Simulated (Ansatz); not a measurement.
# Alloy of Ge and Sn (8 of 64 Ge sites exchanged), 64 atoms

How does this alloy cell relax, and what gap do PBEsol and r²SCAN give?

Program: Ansatz 0.2.0, PAW, plane waves. These are calculated values, not measurements.

**1. The system as built**

64 atoms (56 Ge, 8 Sn); a = 11.559 Å, b = 11.559 Å, c = 11.559 Å, α = 90.00°, β = 90.00°, γ = 90.00°. All atoms were shaken off their sites by about 0.02 Å along each axis.

The runs, in order: (2) PBEsol cell relaxation at the single k point (¼, ¼, ¼), on 1 × NVIDIA H100 80GB HBM3 with 4 threads of AMD EPYC 7R13; (3) r²SCAN single point at the single k point (¼, ¼, ¼), on 1 × NVIDIA H100 80GB HBM3 with 4 threads of AMD EPYC 7R13.

**2. Relaxing cell and atoms with PBEsol**

in.yaml reads:

```yaml
crystal:
  lattice:
    - [11.558523, 0.000000, 0.000000]
    - [0.000000, 11.558523, 0.000000]
    - [0.000000, 0.000000, 11.558523]
  atoms:
    - { symbol: Ge, position: [0.999361, 0.000363, 0.999543] }
    - { symbol: Ge, position: [0.998574, 0.002127, 0.496287] }
    - { symbol: Ge, position: [0.000304, 0.501916, 0.999481] }
    - { symbol: Ge, position: [0.998162, 0.498919, 0.500838] }
    - { symbol: Ge, position: [0.499515, 0.997644, 0.001685] }
    - { symbol: Ge, position: [0.502374, 0.000065, 0.500139] }
    - { symbol: Ge, position: [0.499540, 0.499138, 0.499295] }
    - { symbol: Ge, position: [0.125334, 0.124276, 0.123701] }
    - { symbol: Ge, position: [0.127149, 0.123424, 0.627334] }
    - { symbol: Ge, position: [0.125464, 0.621643, 0.125566] }
    - { symbol: Ge, position: [0.625553, 0.125383, 0.122962] }
    - { symbol: Ge, position: [0.620550, 0.124510, 0.627215] }
    - { symbol: Ge, position: [0.623527, 0.625969, 0.124818] }
    - { symbol: Ge, position: [0.624919, 0.624537, 0.626090] }
    - { symbol: Ge, position: [0.247980, 0.250977, 0.999219] }
    - { symbol: Ge, position: [0.249978, 0.751742, 0.001603] }
    - { symbol: Ge, position: [0.247943, 0.752256, 0.499172] }
    - { symbol: Ge, position: [0.752235, 0.250553, 0.000684] }
    - { symbol: Ge, position: [0.749129, 0.252206, 0.497313] }
    - { symbol: Ge, position: [0.747423, 0.747995, 0.999009] }
    - { symbol: Ge, position: [0.753144, 0.747922, 0.501317] }
    - { symbol: Ge, position: [0.376412, 0.376940, 0.122708] }
    - { symbol: Ge, position: [0.373222, 0.373619, 0.626214] }
    - { symbol: Ge, position: [0.374819, 0.874769, 0.118219] }
    - { symbol: Ge, position: [0.375542, 0.875682, 0.626558] }
    - { symbol: Ge, position: [0.876506, 0.373661, 0.121458] }
    - { symbol: Ge, position: [0.875503, 0.377848, 0.624622] }
    - { symbol: Ge, position: [0.874112, 0.872541, 0.126810] }
    - { symbol: Ge, position: [0.251392, 0.000744, 0.248564] }
    - { symbol: Ge, position: [0.251705, 0.000175, 0.749745] }
    - { symbol: Ge, position: [0.252752, 0.502478, 0.252321] }
    - { symbol: Ge, position: [0.249097, 0.500912, 0.750104] }
    - { symbol: Ge, position: [0.749791, 0.000100, 0.249087] }
    - { symbol: Ge, position: [0.753233, 0.998740, 0.750557] }
    - { symbol: Ge, position: [0.747897, 0.499813, 0.247341] }
    - { symbol: Ge, position: [0.747297, 0.498508, 0.749650] }
    - { symbol: Ge, position: [0.378553, 0.124328, 0.373734] }
    - { symbol: Ge, position: [0.379485, 0.124558, 0.875142] }
    - { symbol: Ge, position: [0.374778, 0.624750, 0.375877] }
    - { symbol: Ge, position: [0.371471, 0.625574, 0.874583] }
    - { symbol: Ge, position: [0.876152, 0.625712, 0.377183] }
    - { symbol: Ge, position: [0.876780, 0.625894, 0.871479] }
    - { symbol: Ge, position: [0.001461, 0.249455, 0.251621] }
    - { symbol: Ge, position: [0.997128, 0.250182, 0.748689] }
    - { symbol: Ge, position: [0.998760, 0.749430, 0.251727] }
    - { symbol: Ge, position: [0.500370, 0.246644, 0.251922] }
    - { symbol: Ge, position: [0.502164, 0.247573, 0.751993] }
    - { symbol: Ge, position: [0.498762, 0.746967, 0.750879] }
    - { symbol: Ge, position: [0.127485, 0.375616, 0.376459] }
    - { symbol: Ge, position: [0.126554, 0.377884, 0.873367] }
    - { symbol: Ge, position: [0.124559, 0.874917, 0.372229] }
    - { symbol: Ge, position: [0.125574, 0.878730, 0.874517] }
    - { symbol: Ge, position: [0.623786, 0.376261, 0.375686] }
    - { symbol: Ge, position: [0.626990, 0.375609, 0.875410] }
    - { symbol: Ge, position: [0.620692, 0.875764, 0.372533] }
    - { symbol: Ge, position: [0.626680, 0.874324, 0.873018] }
    - { symbol: Sn, position: [0.502472, 0.499853, 0.003041] }
    - { symbol: Sn, position: [0.123033, 0.623864, 0.627897] }
    - { symbol: Sn, position: [0.249858, 0.247984, 0.496311] }
    - { symbol: Sn, position: [0.874273, 0.875870, 0.626945] }
    - { symbol: Sn, position: [0.875740, 0.126998, 0.375795] }
    - { symbol: Sn, position: [0.879817, 0.127437, 0.876539] }
    - { symbol: Sn, position: [0.997859, 0.752426, 0.748482] }
    - { symbol: Sn, position: [0.503681, 0.749603, 0.251476] }
  symmetry: { detect: false }
kpoints:
  mp_grid: { grid: [1, 1, 1], shift: [0.25, 0.25, 0.25] }
hamiltonian:
  xc: pbesol
scf:
  occupations: { method: fermi_dirac, width: 0.01 }
relax:
  f_tol: 0.03
  max_steps: 80
  escape_saddle: false
  adjacent_minimum: "off"
  cell: { fix: [shape] }
output:
  forces: true
  eigenvalues: true
  populations: true
```

The run is started by

```
> ansatz run in.yaml --threads 4 --pin off --max-ram 42750MiB --runs-dir r --events-out ev --progress --plain --backend cuda --devices 0, --max-vram 37GiB
```

The log of the run:

```text
Pseudopotentials: kind: paw
Functional definition: PBEsol
  exchange = pbesol_x
  correlation = pbesol_c
Crystal: 64 atoms, lattice volume = 1544.212 Å³
Basis set: ecut = 420 eV, 30215 PW (Γ), exchange–correlation on 160×160×160 points (8 copies of the dense FFT grid, shifted against one another)
Bands: 538, of which v1, the nominal top of the filled ones, is band 448 counted from 1 (447 counted from 0)
Symmetry: 1 space group operations
k-points: 1
Non-local potential: Ge, projectors of the file, l = 0: 2, l = 1: 2, l = 2: 3, l = 3: 1
Non-local potential: Sn, projectors of the file, l = 0: 2, l = 1: 2, l = 2: 2, l = 3: 2
PAW form: soft (Blöchl's): semilocal exchange-correlation on the pseudo side does not see the compensation charge
PAW frozen core: Ge, regenerated for the run's functional, and the local potential with it (the file was generated under x = pbe(κ = 0.804, μ = 0.2195149727645171), c = pbe(β = 0.06672455060314922))
PAW frozen core: Sn, regenerated for the run's functional, and the local potential with it (the file was generated under x = pbe(κ = 0.804, μ = 0.2195149727645171), c = pbe(β = 0.06672455060314922))
PAW one-centre angular grid: Ge, 590 points (default); XC on 64 Gauss nodes
PAW one-centre angular grid: Sn, 590 points (default); XC on 64 Gauss nodes
Initial density: superposition of atomic densities (neutral atoms: chi_scale 0, normalization atom), corrected by the library's trained network
Initial wavefunctions: pseudopotential atomic-orbital guess
Functional: x = pbesol(κ = 0.804, μ = 0.12345679012345678), c = pbesol(β = 0.046)
SCF iter   1: F=—  HF=-285788.604864 eV  |F-HF|=—  |Δ(HF+E_count)|=         —  Δρ=3.93e-3  dr2=2.61e-1  ethr=1.77e-3  ⟨swp⟩=6.0  Hψ=1989  notcnv=0
preconditioner: auto → Resta (q_TF=auto, 2.492 Å⁻¹)  ε∞=2.7  [insulator: Δε(μ)=0.394 eV  Ē_g=21.886 eV  σ=0.010 eV  W_gap=1.00  n_scr=436 (ndim 8)  ℏωp=28.3 eV  f_vac=0.079  D(μ)=0.00/eV (n_scr^D=0)  ε∞_Penn≈2.7]
SCF iter   2: F=—  HF=-285788.520194 eV  |F-HF|=—  |Δ(HF+E_count)|=   8.47e-2  Δρ=2.14e-3  dr2=7.20e-2  ethr=2.91e-5  ⟨swp⟩=2.0  Hψ=624  notcnv=0  defer=85
SCF iter   3: F=—  HF=-285788.517518 eV  |F-HF|=—  |Δ(HF+E_count)|=   2.68e-3  Δρ=5.05e-4  dr2=1.27e-2  ethr=8.03e-6  ⟨swp⟩=3.0  Hψ=905  notcnv=0  defer=85
SCF iter   4: F=—  HF=-285788.517853 eV  |F-HF|=—  |Δ(HF+E_count)|=   3.35e-4  Δρ=1.84e-4  dr2=1.81e-3  ethr=1.42e-6  ⟨swp⟩=2.0  Hψ=887  notcnv=0  defer=85
SCF iter   5: F=—  HF=-285788.514014 eV  |F-HF|=—  |Δ(HF+E_count)|=   3.84e-3  Δρ=8.60e-5  dr2=6.52e-4  ethr=2.02e-7  ⟨swp⟩=2.0  Hψ=547  notcnv=0  defer=85
SCF iter   6: F=—  HF=-285788.514023 eV  |F-HF|=—  |Δ(HF+E_count)|=   8.32e-6  Δρ=4.34e-5  dr2=4.32e-5  ethr=7.28e-8  ⟨swp⟩=2.0  Hψ=534  notcnv=0  defer=85
SCF iter   7: F=—  HF=-285788.517078 eV  |F-HF|=—  |Δ(HF+E_count)|=   3.06e-3  Δρ=1.80e-5  dr2=6.14e-6  ethr=4.82e-9  ⟨swp⟩=2.0  Hψ=986  notcnv=0  defer=85
SCF iter   8: F=—  HF=-285788.517078 eV  |F-HF|=—  |Δ(HF+E_count)|=   3.53e-7  Δρ=4.48e-6  dr2=3.26e-7  ethr=6.85e-10  ⟨swp⟩=2.0  Hψ=901  notcnv=0  defer=85
SCF iter   9: F=—  HF=-285788.517079 eV  |F-HF|=—  |Δ(HF+E_count)|=   4.74e-7  Δρ=1.61e-6  dr2=1.30e-7  ethr=1.12e-11  ⟨swp⟩=10.0  Hψ=2713  notcnv=0
SCF iter  10: F=-285788.517079 eV  HF=-285788.517079 eV  |F-HF|=1.91e-8  |Δ(HF+E_count)|=   7.22e-9  Δρ=6.63e-7  dr2=2.79e-8  ethr=1.12e-11  ⟨swp⟩=4.0  Hψ=1393  notcnv=0
SCF 1 converged in 10 iterations: F = -285788.517079 eV  dr2 = 2.79e-8
relax step   1: F+E_penalty+E_count = -285788.51707859 eV  Δ(F+E_penalty+E_count) = +0.000e0 eV  max|allowed force component| = 2.582e0 eV/Å  Δτ_max = 0.0000 Å  P = +1.068 GPa  Ω = 1544.212 Å³  fix = [alpha, beta, gamma, b/a, c/a]  reactions: b/a +0.080, c/a -0.022 GPa; alpha +1.047, beta +1.072, gamma +1.101 GPa/rad  (10 SCF iters, dr2 threshold 1.00e-7 eV, accepted)
[... 14 lines left out ...]
relax step   2: F+E_penalty+E_count = -285791.65943281 eV  Δ(F+E_penalty+E_count) = -3.142e0 eV  max|allowed force component| = 5.044e-1 eV/Å  Δτ_max = 0.1948 Å  P = -0.492 GPa  Ω = 1560.840 Å³  energy of the carried Pulay correction = -2.754e-3 eV  fix = [alpha, beta, gamma, b/a, c/a]  reactions: b/a -0.041, c/a +0.001 GPa; alpha +1.006, beta +0.991, gamma +0.905 GPa/rad  (8 SCF iters, dr2 thresh [...]
[... 2 lines left out ...]
relax step   3: F+E_penalty+E_count = -285791.79816501 eV  Δ(F+E_penalty+E_count) = -1.387e-1 eV  max|allowed force component| = 1.730e-1 eV/Å  Δτ_max = 0.0972 Å  P = +0.149 GPa  Ω = 1544.852 Å³  energy of the carried Pulay correction = -1.064e-4 eV  fix = [alpha, beta, gamma, b/a, c/a]  reactions: b/a -0.046, c/a +0.013 GPa; alpha +1.023, beta +0.985, gamma +0.984 GPa/rad  (6 SCF iters, dr2 thres [...]
[... 2 lines left out ...]
relax step   4: F+E_penalty+E_count = -285791.80906308 eV  Δ(F+E_penalty+E_count) = -1.090e-2 eV  max|allowed force component| = 4.506e-2 eV/Å  Δτ_max = 0.0324 Å  P = -0.021 GPa  Ω = 1548.850 Å³  energy of the carried Pulay correction = -7.711e-4 eV  fix = [alpha, beta, gamma, b/a, c/a]  reactions: b/a -0.043, c/a +0.009 GPa; alpha +1.019, beta +1.009, gamma +0.960 GPa/rad  (6 SCF iters, dr2 thres [...]
[... 2 lines left out ...]
relax step   5: F+E_penalty+E_count = -285791.80978050 eV  Δ(F+E_penalty+E_count) = -7.174e-4 eV  max|allowed force component| = 3.206e-2 eV/Å  Δτ_max = 0.0109 Å  P = +0.002 GPa  Ω = 1548.287 Å³  energy of the carried Pulay correction = -6.777e-4 eV  fix = [alpha, beta, gamma, b/a, c/a]  reactions: b/a -0.045, c/a +0.009 GPa; alpha +1.021, beta +0.996, gamma +0.981 GPa/rad  (6 SCF iters, dr2 thres [...]
[... 10 lines left out ...]
relax step   6: F+E_penalty+E_count = -285791.81026036 eV  Δ(F+E_penalty+E_count) = -4.799e-4 eV  max|allowed force component| = 8.146e-3 eV/Å  Δτ_max = 0.0079 Å  P = -0.001 GPa  Ω = 1548.344 Å³  energy of the carried Pulay correction = -6.872e-4 eV  fix = [alpha, beta, gamma, b/a, c/a]  reactions: b/a -0.044, c/a +0.009 GPa; alpha +1.019, beta +1.000, gamma +0.962 GPa/rad  (6 SCF iters, dr2 thres [...]
[... 10 lines left out ...]
relax step   7: F+E_penalty+E_count = -285791.81119402 eV  Δ(F+E_penalty+E_count) = -9.337e-4 eV  max|allowed force component| = 8.136e-3 eV/Å  Δτ_max = 0.0000 Å  P = -0.002 GPa  Ω = 1548.344 Å³  fix = [alpha, beta, gamma, b/a, c/a]  reactions: b/a -0.044, c/a +0.009 GPa; alpha +1.019, beta +1.000, gamma +0.962 GPa/rad  stress off target by 1.97e-3 GPa on what of the cell is left free  SCF on the [...]
SCF converged after 7 iterations
Free energy (F): -285791.811194 eV
Harris-Foulkes:  -285791.811194 eV  (|F-HF|=1.16e-10)
Internal energy: -285791.811194 eV  (E = F + TS)
E sigma→0 (E₀):  -285791.811194 eV
Entropy (-TS):   -0.000000 eV (-0.000 meV/atom)
Fermi energy:    8.154478 eV
--- Per-component energies (eV) ---
  E_band       = -9550.341143
  E_kinetic    = 7743.341459
  E_local      = -148938.507813  (includes V_loc(G=0)·N_el)
  E_nonlocal   = 23279.325591
  E_hartree    = 66577.578643
  E_xc         = -7223.535660
  E_vxc        = -4390.590369  (∫ρ·V_xc dr)
  E_paw        = -143362.334574  (= ΣΔE_a)
  E_vpaw       = -20399.085377  (= ΣTr[D̂ρ^β])
  E_aug_tail   = 0.017130  (compensation charges beyond the density's cutoff)
  E_ewald      = -83921.379117
  E_core_change = 53.683147  (= ΣΔE_core)
  E_smearing   = -0.000000  (= −TS)
  E_closure    = 0.000000  (closes the sum)
  Σ components = -285791.811194   (vs F -285791.811194, Δ=0.00e0)
--- Forces (eV/Å), atoms counted from 1 ---
  atom   1  Ge    -0.00068110     0.00003344    -0.00236295
  atom   2  Ge    -0.00075017     0.00466652     0.00084076
  atom   3  Ge    -0.00099528    -0.00104328    -0.00339837
  atom   4  Ge    -0.00414288     0.00253354    -0.00071358
  atom   5  Ge     0.00210046    -0.00160044    -0.00724913
  atom   6  Ge     0.00131140    -0.00197981    -0.00337315
  atom   7  Ge    -0.00158904    -0.00001800    -0.00029903
  atom   8  Ge    -0.00030074     0.00004538     0.00311031
  atom   9  Ge    -0.00170995     0.00007307     0.00384303
  atom  10  Ge     0.00262729     0.00189652    -0.00130342
  atom  11  Ge    -0.00134329     0.00205424     0.00347169
  atom  12  Ge    -0.00078760    -0.00139383     0.00191935
  atom  13  Ge    -0.00048267     0.00024628     0.00280546
  atom  14  Ge     0.00069541     0.00197709     0.00388924
  atom  15  Ge     0.00019279    -0.00210343    -0.00610820
  atom  16  Ge    -0.00000123    -0.00202213    -0.00162846
  atom  17  Ge     0.00146151     0.00217394    -0.00244604
  atom  18  Ge     0.00162256     0.00085636    -0.00257889
  atom  19  Ge    -0.00051039    -0.00079578    -0.00107558
  atom  20  Ge     0.00106899     0.00074643    -0.00448243
  atom  21  Ge    -0.00133109     0.00010293     0.00140854
  atom  22  Ge     0.00187739     0.00158614     0.00218012
  atom  23  Ge    -0.00002752    -0.00077761     0.00102488
  atom  24  Ge    -0.00113270     0.00067527     0.00282362
  atom  25  Ge    -0.00245750     0.00006143     0.00225026
  atom  26  Ge     0.00033065     0.00016958     0.00084430
  atom  27  Ge     0.00375034    -0.00048245     0.00257807
  atom  28  Ge     0.00061024     0.00067825    -0.00071034
  atom  29  Ge    -0.00153923    -0.00389071    -0.00009224
  atom  30  Ge     0.00135164    -0.00158072    -0.00113894
  atom  31  Ge    -0.00505222    -0.00221171    -0.00153977
  atom  32  Ge    -0.00173935     0.00340915    -0.00710963
  atom  33  Ge     0.00081388     0.00075006    -0.00376951
  atom  34  Ge     0.00440539     0.00124384    -0.00277492
  atom  35  Ge    -0.00221995     0.00030592     0.00099626
  atom  36  Ge    -0.00185333    -0.00069937     0.00252626
  atom  37  Ge     0.00034576    -0.00290119     0.00581358
  atom  38  Ge    -0.00507367     0.00159194     0.00614397
  atom  39  Ge     0.00253802    -0.00028468     0.00241594
  atom  40  Ge     0.00165708     0.00021792    -0.00029268
  atom  41  Ge     0.00202289     0.00356842    -0.00093070
  atom  42  Ge    -0.00074335    -0.00411922     0.00079645
  atom  43  Ge     0.00239731     0.00012468     0.00178198
  atom  44  Ge    -0.00130442     0.00014049    -0.00264282
  atom  45  Ge    -0.00813620    -0.00371243    -0.00136203
  atom  46  Ge    -0.00208088     0.00057038    -0.00760395
  atom  47  Ge    -0.00092789     0.00091056     0.00001227
  atom  48  Ge     0.00203501    -0.00025515    -0.00565277
  atom  49  Ge     0.00400395    -0.00219536     0.00246167
  atom  50  Ge    -0.00046955    -0.00057985     0.00247343
  atom  51  Ge     0.00219462     0.00116732    -0.00057076
  atom  52  Ge     0.00008115     0.00075273     0.00178171
  atom  53  Ge     0.00309582     0.00274791     0.00231892
  atom  54  Ge    -0.00040653    -0.00141439     0.00323084
  atom  55  Ge     0.00317499     0.00065637     0.00087510
  atom  56  Ge     0.00030486     0.00006774     0.00408805
  atom  57  Sn    -0.00114291     0.00051145    -0.00179427
  atom  58  Sn     0.00413794     0.00239868     0.00587094
  atom  59  Sn     0.00182510     0.00140775    -0.00408387
  atom  60  Sn    -0.00249971    -0.00189731     0.00559754
  atom  61  Sn    -0.00043645    -0.00183446    -0.00116564
  atom  62  Sn    -0.00150826    -0.00199899    -0.00138676
  atom  63  Sn     0.00052280     0.00010732    -0.00149544
  atom  64  Sn     0.00082040    -0.00143451     0.00096249
  max |Σ_I F_I| component: 7.43e-7 eV/Å
--- Stress (GPa, compression-positive) ---
        0.033344      -0.962259      -1.000060
       -0.962259      -0.046292      -1.018563
       -1.000060      -1.018563       0.007051
  P = ⅓ Tr σ = -0.0020 GPa (-0.020 kbar)
--- Band table (eV) ---
  k-point 0: bands = [... 436 lower levels ..., "6.7925", "6.8068", "6.8594", "6.9137", "6.9348", "7.0947", "7.1731", "7.3265", "7.3947", "7.4685", "7.9753", "7.9902", "8.3168", "8.8568", "9.0089", "9.0406", "9.0851", "9.3007", "9.3249", "9.3810", "9.4612", "9.4911", "9.5434", "9.5627", ... 78 higher levels ...]
--- Relaxed structure (6 steps of the walk, 6 accepted, 1 SCFs on fresh bases) ---
  F+E_penalty+E_count = -285791.81119402 eV   max|allowed force component| = 8.136e-3 eV/Å   (the final SCF, on the basis selected at the relaxed cell)
  cell:  # Å, volume = 1548.3442 Å³
    - [11.56882278157572, 7.381378293735019e-143, 1.1771545952454833e-142]
    - [7.381378293735019e-143, 11.56882278157572, 1.68239759561994e-142]
    - [1.1771545952454833e-142, 1.68239759561994e-142, 11.56882278157572]
  atoms:
    - { symbol: Ge, position: [1.0064083411712867, -0.003390911203149677, 1.0098316371469518] }
    - { symbol: Ge, position: [1.013012687761995, 0.0005483413752485054, 0.49794107639608065] }
[... 62 atoms left out; the next input holds them all, rounded ...]
--- Löwdin populations: 64 sites ---
  site symbol       q [e]
     0     Ge     14.0529
     1     Ge     14.1240
     2     Ge     13.9725
     3     Ge     14.0449
     4     Ge     13.9755
     5     Ge     13.9785
     6     Ge     13.9728
     7     Ge     13.9788
     8     Ge     14.0463
     9     Ge     13.9770
    10     Ge     13.9719
    11     Ge     13.9775
    12     Ge     14.1262
    13     Ge     13.9730
    14     Ge     13.9753
    15     Ge     13.9744
    16     Ge     14.0474
    17     Ge     14.0580
    18     Ge     14.0523
    19     Ge     13.9705
    20     Ge     14.0496
    21     Ge     14.0501
    22     Ge     14.0457
    23     Ge     14.0585
    24     Ge     13.9748
    25     Ge     13.9782
    26     Ge     13.9685
    27     Ge     13.9738
    28     Ge     13.9740
    29     Ge     13.9692
    30     Ge     13.9723
    31     Ge     14.0473
    32     Ge     14.0426
    33     Ge     14.1166
    34     Ge     13.9752
    35     Ge     13.9722
    36     Ge     14.0560
    37     Ge     13.9825
    38     Ge     14.0568
    39     Ge     14.0562
    40     Ge     13.9747
    41     Ge     14.0536
    42     Ge     14.0603
    43     Ge     14.0481
    44     Ge     13.9775
    45     Ge     13.9724
    46     Ge     13.9811
    47     Ge     13.9733
    48     Ge     14.0477
    49     Ge     13.9718
    50     Ge     13.9656
    51     Ge     14.0408
    52     Ge     13.9737
    53     Ge     14.0539
    54     Ge     14.0459
    55     Ge     13.9707
    56     Sn     13.7205
    57     Sn     13.7966
    58     Sn     13.7246
    59     Sn     13.7913
    60     Sn     13.7182
    61     Sn     13.7199
    62     Sn     13.8789
    63     Sn     13.7225
  spilling = 0.001392 (of n_electrons = 896.000000)
```

Run time: 16 s. Hardware: 1 × NVIDIA H100 80GB HBM3 with 4 threads of AMD EPYC 7R13, shared host; peak host memory 1.4 GiB.

Step by step (solves on a freshly chosen basis count as rows, and their energies jump a little):

```tsv
accepted step	energy change (eV)	largest force component (eV/Å)	SCF cycles	pressure (GPa)
1	0.000	2.582	10	1.07
2	-3.142	0.504	8	-0.49
3	-3.281	0.173	6	0.15
4	-3.292	0.045	6	-0.02
5	-3.293	0.032	6	0.00
6	-3.293	0.008	6	0.00
7	-3.294	0.008	7	0.00
```

Largest shifts, less the median shift:

```tsv
atom	shift (Å)	dx	dy	dz
Ge34	0.229	-0.227	0.032	-0.012
Ge42	0.203	-0.098	-0.103	0.145
Sn63	0.197	0.042	-0.023	0.191
Ge52	0.183	0.109	0.048	0.139
Ge23	0.177	0.138	0.058	0.094
Ge2	0.173	0.169	-0.022	0.027
Ge22	0.170	-0.087	-0.096	0.111
Ge13	0.170	0.166	-0.020	0.033
```

|  | before | after | change |
| --- | --- | --- | --- |
| a (Å) | 11.559 | 11.569 | +0.09 % |
| b (Å) | 11.559 | 11.569 | +0.09 % |
| c (Å) | 11.559 | 11.569 | +0.09 % |
| volume (Å³/atom) | 24.128 | 24.193 | +0.27 % |

Bond lengths by pair after relaxation (within a distance cut, which drops stretched bonds):

```tsv
pair	count	mean (Å)	spread (Å)	least	most
Ge–Ge	98	2.474	0.021	2.423	2.521
Ge–Sn	28	2.606	0.016	2.579	2.634
Sn–Sn	2	2.728	0.007	2.721	2.735
```

Top filled level 7.990 eV, lowest empty level 8.317 eV: 0.33 eV apart at the single k point (¼, ¼, ¼).

(Part 1 of 2 ends here.)
